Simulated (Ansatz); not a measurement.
# C3H5BCl2: small, medium and large basis sets

Aim: see how fast density functionals converge with the basis set for C3H5BCl2.

The runs use Ansatz 0.2.0, Gaussian basis; one geometry, several basis sets.

Levels to be run: PBE0-D4/def2-SVP; ωB97M-V/def2-SVP; PBE0-D4/def2-QZVPP; ωB97M-V/def2-QZVPP; the functionals' def2-TZVPP values are taken from earlier runs.

## 1. The geometry

An earlier PBE0-D4 in a triple-zeta def2 set relaxation fixed the geometry.

SMILES `B[C@]1(Cl)C[C@H]1Cl`, 11 atoms, charge 0, spin multiplicity 1.

Atoms are counted from 1 here; the program's logs count them from 0.

Bond lengths: B1–C2 1.527 Å, B1–H7 1.198 Å, B1–H8 1.191 Å, C2–Cl3 1.755 Å, C2–C4 1.526 Å, C2–C5 1.542 Å, C4–C5 1.468 Å, C4–H9 1.082 Å, C4–H10 1.083 Å, C5–Cl6 1.734 Å, C5–H11 1.081 Å. Angles: C2–B1–H7 117.2°, C2–B1–H8 122.1°, H7–B1–H8 120.7°, B1–C2–Cl3 118.1°, B1–C2–C4 119.3°, B1–C2–C5 114.7°, Cl3–C2–C4 115.8°, Cl3–C2–C5 117.4°, C4–C2–C5 57.2°, C2–C4–C5 61.9°, C2–C4–H9 114.2°, C2–C4–H10 118.1°, C5–C4–H9 116.6°, C5–C4–H10 119.2°, H9–C4–H10 115.8°, C2–C5–C4 60.9°, C2–C5–Cl6 120.1°, C2–C5–H11 115.9° and more.

## 2. PBE0-D4 in def2-SVP

Contents of in.yaml:

```yaml
crystal:
  periodic: [false, false, false]
  atoms:
    - {symbol: B, position_ang: [-1.274822, -0.541543, 0.910170]}
    - {symbol: C, position_ang: [-0.498335, 0.041991, -0.268083]}
    - {symbol: Cl, position_ang: [-1.409915, 0.718774, -1.606328]}
    - {symbol: C, position_ang: [0.869467, -0.535637, -0.620026]}
    - {symbol: C, position_ang: [0.824660, 0.736409, 0.112341]}
    - {symbol: Cl, position_ang: [1.279464, 2.221688, -0.659026]}
    - {symbol: H, position_ang: [-0.636208, -0.998483, 1.814366]}
    - {symbol: H, position_ang: [-2.465292, -0.537712, 0.947510]}
    - {symbol: H, position_ang: [1.117744, -0.480444, -1.671976]}
    - {symbol: H, position_ang: [1.193653, -1.431058, -0.104845]}
    - {symbol: H, position_ang: [1.064983, 0.749014, 1.166295]}
basis:
  gaussian: {orbitals: def2-SVP}
hamiltonian: {xc: pbe0, dispersion: d4}
output: {orbitals: {seedname: orbitals}}
```

The runs that follow: ωB97M-V in def2-SVP; PBE0-D4 in def2-QZVPP; ωB97M-V in def2-QZVPP.

**Question.** What will the summary of the whole plan be? Wanted: PBE0-D4: double and triple zeta above quadruple; ωB97M-V: double and triple zeta above quadruple.

As calculated:

| quantity | value |
| --- | --- |
| PBE0-D4: double and triple zeta above quadruple | 13.79, 0.95 eV |
| ωB97M-V: double and triple zeta above quadruple | 13.86, 0.90 eV |

What this shows: PBE0-D4 gains 12.84 eV from double to triple zeta, then 0.95 eV more. These are total energies; as a rule much of such shifts cancels in differences, which this series doesn't test.
